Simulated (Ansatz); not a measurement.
# LuAu: what SCF settings change

Wanted: the cost and the effect of other mixers, smearings and limits on one cell of LuAu. The cell (2 atoms) is LuAu as a randomly packed, unrelaxed cell.

Program: Ansatz 0.2.0. Level of theory: DFT PBE, PAW, plane waves, scalar-relativistic. These are calculated values, not measurements.

2 further runs of the same task are left out: 2 that didn't finish.

### 1 Starting point

It takes space group P1 (No. 1, triclinic). The conventional cell has a = 3.396 Å, b = 3.647 Å, c = 3.894 Å, α = 81.19°, β = 87.07°, γ = 88.53°. Au (site symmetry 1) has 6 Lu at 2.89 to 3.14 Å as nearest neighbours. Around Lu (site symmetry 1) lie 6 Au at 2.89 to 3.14 Å.

Coordinates:

```cif
data_structure
_symmetry_space_group_name_H-M 'P 1'
_symmetry_Int_Tables_number 1
_cell_length_a 3.3956
_cell_length_b 3.6467
_cell_length_c 3.8935
_cell_angle_alpha 81.187
_cell_angle_beta 92.930
_cell_angle_gamma 91.470
_cell_volume 47.57
loop_
_atom_site_label
_atom_site_type_symbol
_atom_site_fract_x
_atom_site_fract_y
_atom_site_fract_z
_atom_site_occupancy
Au1 Au 0.16480 0.13964 0.71162 1
Lu1 Lu 0.67143 0.74447 0.25734 1
```

Labels such as Lu2 number the atoms in the order of the input file.

Changes shown after the default run: MSR1 mixing, preconditioner none; fixed occupations; cutoff 300 eV; Anderson, β 1.0, history 4, no preconditioner; Broyden, β 0.1, history 8, no preconditioner; Broyden, β 0.5, history 8, no preconditioner.

The search for lower states is off throughout, and inputs that name a mixer don't switch to direct minimisation unless they say so. Spin polarisation is off.

### 2 Default SCF settings

The input, input.yaml:

```yaml
crystal:
  lattice:
    - [3.392406, 0.038187, 0.143314]
    - [-0.157027, 3.603013, 0.540203]
    - [-0.36302, 0.006725, 3.876554]
  atoms:
    - { symbol: Au, position: [0.164804, 0.139636, 0.71162] }
    - { symbol: Lu, position: [0.67143, 0.744475, 0.257337] }
hamiltonian:
  xc: pbe
  pseudopotentials: { kind: paw }
basis:
  ecutwfc: 420
kpoints:
  mp_grid: { grid: [8, 7, 7] }
scf:
  occupations: { method: gaussian, width: 0.1 }
  lower_state_search: "off"
output:
  forces: true
  stress: true
```

The run is started by

```
$ ansatz run input.yaml --threads 2 --pin off --max-ram 5120MiB --backend cpu --events-out ev --progress --plain --runs-dir out
```

**Question.** Each change named above is then made alone on this input. How many iterations does the default take, and what do the changes move? Wanted: largest shift of the free energy by occupations, cutoff, mesh or field.

The runs gave:

| quantity | value |
| --- | --- |
| default run | 7 iterations, with no gap on the k-mesh |
| fewest iterations to that state among the runs shown | 7 (default SCF settings) |
| most iterations to it | 9 (Broyden, β 0.1, history 8, no preconditioner) |
| runs that end in another state, among changes of path alone | 0 |
| largest shift of the free energy by occupations, cutoff, mesh or field | +116 meV/atom (fixed occupations) |

**Reading.** 5 runs solve the same problem and reach the default's state, in 7 to 9 iterations: there the settings change the path, not the answer. Occupations, cutoff, mesh and fields change the problem that is solved, not just the path; the largest shift here is that of “fixed occupations”. Other settings tried on this cell gave no result: linear mixing, β 0.9, no preconditioner (cut off at the time limit after 24 iterations, cycles); linear mixing, β 0.7, Kerker (cut off at the time limit after 59 iterations, cycles); 0 bands beyond the filled ones (input refused); unknown mixer pulay2 (input refused). Counts include iterations that the program adds to test a close, so a difference of one or two ranks nothing. The starting density is a sum of atomic densities corrected by a trained network, so it is already close to self-consistency.
